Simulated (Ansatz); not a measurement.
Working through cell relaxations under several functionals of YIr₂, space group Fd-3m

Computed with the Ansatz DFT code, driven from Python.

Run as a notebook:

```python
import ansatz as az
import numpy as np
```

```python
def edges_and_angles(cell):
    cell = np.asarray(cell)
    a, b, c = np.linalg.norm(cell, axis=1)
    cosines = cell[1] @ cell[2] / (b * c), cell[0] @ cell[2] / (a * c), cell[0] @ cell[1] / (a * b)
    return (a, b, c, *np.degrees(np.arccos(cosines)))
```

```python
lattice = az.Lattice.of(
    [0.0, 3.762, 3.762],
    [3.762, 0.0, 3.762],
    [3.762, 3.762, 0.0],
)
sites = [
    ('Y', [0.0, 0.0, 0.0]),
    ('Y', [0.25, 0.25, 0.25]),
    ('Ir', [0.625, 0.625, 0.625]),
    ('Ir', [0.125, 0.625, 0.625]),
    ('Ir', [0.625, 0.625, 0.125]),
    ('Ir', [0.625, 0.125, 0.625]),
]
yir2 = az.Crystal(lattice=lattice)
for symbol, position in sites:
    yir2 = yir2.atom(symbol, position)

yir2.resolved().tree()['lattice']
```

    ((0.0, 3.762, 3.762), (3.762, 0.0, 3.762), (3.762, 3.762, 0.0))

```python
calculation = (
    yir2.calculation()
    .basis(380)  # plane waves up to this kinetic energy
    .accuracy('low')  # preset for grids and thresholds
    .kpoints(mesh=(3, 3, 3), center='monkhorst-pack')
    .occupations('cold', width=0.2)  # smearing steadies the SCF of a metal
    .scf(extra_bands=16)
    .relax(cell=True)  # relax until the tolerances are met
)
```

```python
levels = [('blyp', 'd3bj'), ('pbesol', 'none'), ('lda', 'none')]
print('level            a       b       c    alpha   beta  gamma  V/atom  steps')
for name, dispersion in levels:
    seen = []
    run = calculation.functional(name, dispersion=dispersion).session().plan()
    outcome = run.execute(on_event=lambda e: seen.append(e) if e['event'] == 'relax_step' else None)
    cell = outcome.lattice.cell_ang
    label = name if dispersion == 'none' else f'{name}+{dispersion}'
    print('{:13s} {:7.4f} {:7.4f} {:7.4f} {:6.2f} {:6.2f} {:6.2f}'.format(label, *edges_and_angles(cell)), f'{abs(np.linalg.det(cell)) / len(outcome.lattice.sites):7.3f} {len(seen):5d}')
```

    level            a       b       c    alpha   beta  gamma  V/atom  steps
    DeckWarning: basis.ecutwfc = 380 eV is below the records' recommended 420 eV, and the density's cutoff is lower with it unless basis.ecutrho_ratio is high enough to keep the records' density cutoff: compare with a run at a higher cutoff
    blyp+d3bj      5.3229  5.3229  5.3229  60.00  60.00  60.00  17.774     4
    pbesol         5.3017  5.3017  5.3017  60.00  60.00  60.00  17.562     5
    lda            5.2669  5.2669  5.2669  60.00  60.00  60.00  17.218     7

From smallest to largest: LDA (17.22 Å³ an atom, -3.0 % against the start), PBEsol (17.56 Å³ an atom, -1.0 % against the start) and BLYP+D3BJ (17.77 Å³ an atom, +0.1 % against the start). The spread is 3.2 % in volume.

Caveats:
- The settings weren't tested for convergence.
- The cutoff lies under the one recommended for these potentials.
- Forces vanish by symmetry, so the ions can't move, and the end may be a saddle.
- BLYP and dispersion corrections can be off by several per cent in the lattices of metals, and by several GPa in the pressure at a fixed cell.
- Edges and angles are those of the cell as typed, here a primitive one, not of the conventional cell.
- Spin-orbit coupling, which matters for elements this heavy, is left out.
- The starting cell is as deposited in a crystallographic database; the results hold for this polymorph, which needn't be the stable one.
- Warnings are shown shortened and without file and line.
- Finished in 19 s on 1 thread of Arm Neoverse V2, on a shared host, peak memory 0.44 GiB.

(A comment or docstring line of the script was reworded after the run, the code is as it ran.)
